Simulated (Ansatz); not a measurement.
# SiBr₂: how energies converge with the basis set

Aim: see how fast density functionals converge with the basis set for SiBr₂.

Program: Ansatz 0.2.0, Gaussian basis. Level of theory: one geometry, several basis sets. These are calculated values, not measurements.

Levels to be run: PBE0-D4/def2-SVP; ωB97M-V/def2-SVP; PBE0-D4/def2-QZVPP; ωB97M-V/def2-QZVPP; the functionals' def2-TZVPP values are taken from earlier runs.

### Step 1. The relaxed structure

All runs share one geometry, relaxed beforehand with PBE0-D4 in a triple-zeta def2 set.

3 atoms, charge 0, spin multiplicity 1.

Atoms are counted from 1 here; the program's logs count them from 0.

Bond lengths: Br1–Si2 2.249 Å, Si2–Br3 2.249 Å. Angles: Br1–Si2–Br3 101.9°.

As a file:

```
Br    0.97510    1.34208    0.67092
Si   -0.76996    0.38573   -0.37643
Br   -0.21604   -1.79261   -0.30779
```

### Step 2. PBE0-D4 in def2-SVP

in.yaml reads:

```yaml
crystal:
  periodic: [false, false, false]
  atoms:
    - {symbol: Br, position_ang: [0.975099, 1.342079, 0.670925]}
    - {symbol: Si, position_ang: [-0.769963, 0.385735, -0.376433]}
    - {symbol: Br, position_ang: [-0.216036, -1.792614, -0.307792]}
basis:
  gaussian: {orbitals: def2-SVP}
hamiltonian: {xc: pbe0, dispersion: d4}
output: {orbitals: {seedname: orbitals}}
```

The runs that follow: ωB97M-V in def2-SVP; PBE0-D4 in def2-QZVPP; ωB97M-V in def2-QZVPP.

Before running them: what should the planned runs give, taken together? Wanted: PBE0-D4: double and triple zeta above quadruple; ωB97M-V: double and triple zeta above quadruple.

The runs gave:

```
                                       quantity           value
PBE0-D4: double and triple zeta above quadruple  22.90, 3.12 eV
ωB97M-V: double and triple zeta above quadruple  22.70, 3.00 eV
```

What this shows: For PBE0-D4 the step from double to triple zeta gains 19.78 eV and the next only 3.12 eV. Total energies overstate the basis error of differences, where much of it tends to cancel.
